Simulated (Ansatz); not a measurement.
# InPd: a single-point run

The task is a single-point run on InPd. The structure is shown as the input types it.

Program: Ansatz 0.2.0. Level of theory: DFT, LDA, all-electron PAW with datasets made for the crystal, scalar-relativistic. These are calculated values, not measurements.

## (1) Starting point

Symmetry: Pm-3m, No. 221, cubic system. Conventional cell: a = 6.304 Å, b = 6.304 Å, c = 6.304 Å, α = 90.00°, β = 90.00°, γ = 90.00°.

Structure file:

```
In Pd
1.0
     6.30423    0.00000    0.00000
     0.00000    6.30423    0.00000
     0.00000    0.00000    6.30423
In Pd
1 1
Direct
  0.00000 0.00000 0.00000
  0.50000 0.50000 0.50000
```

## (2) The calculation

Contents of input.yaml:

```yaml
crystal:
  lattice:
    - [6.30423148, 0.0, 0.0]
    - [0.0, 6.30423148, 0.0]
    - [0.0, 0.0, 6.30423148]
  atoms:
    - { symbol: In, position: [0.0, 0.0, 0.0] }
    - { symbol: Pd, position: [0.5, 0.5, 0.5] }
kpoints:
  mp_grid: { grid: [13, 13, 13] }
scf:
  occupations: { method: fermi_dirac, width: 0.03 }
  max_iter: 75
hamiltonian:
  xc: lda
  pseudopotentials: { kind: all_electron, datasets: crystal }
output:
  forces: true
  stress: true
  eigenvalues: true
  efg: { contact_densities: true }
```

On the command line:

```sh
ansatz run input.yaml --threads 1 --pin off --max-ram 2048MiB --backend cpu --events-out ev --progress --plain --runs-dir out
```

Q: Will this input give a usable result? If not, why, and what should change?

The program finished normally, with warnings (crystal datasets made, gradients without spin orbit). That alone doesn't make the input a sound one.

The atoms are pulled far apart, so the bonds are broken and near-degenerate levels make the SCF hard. The shortest distance in the input is 5.46 Å, between atoms 1 (In) and 2 (Pd).

Fix: start from sensible bond lengths.
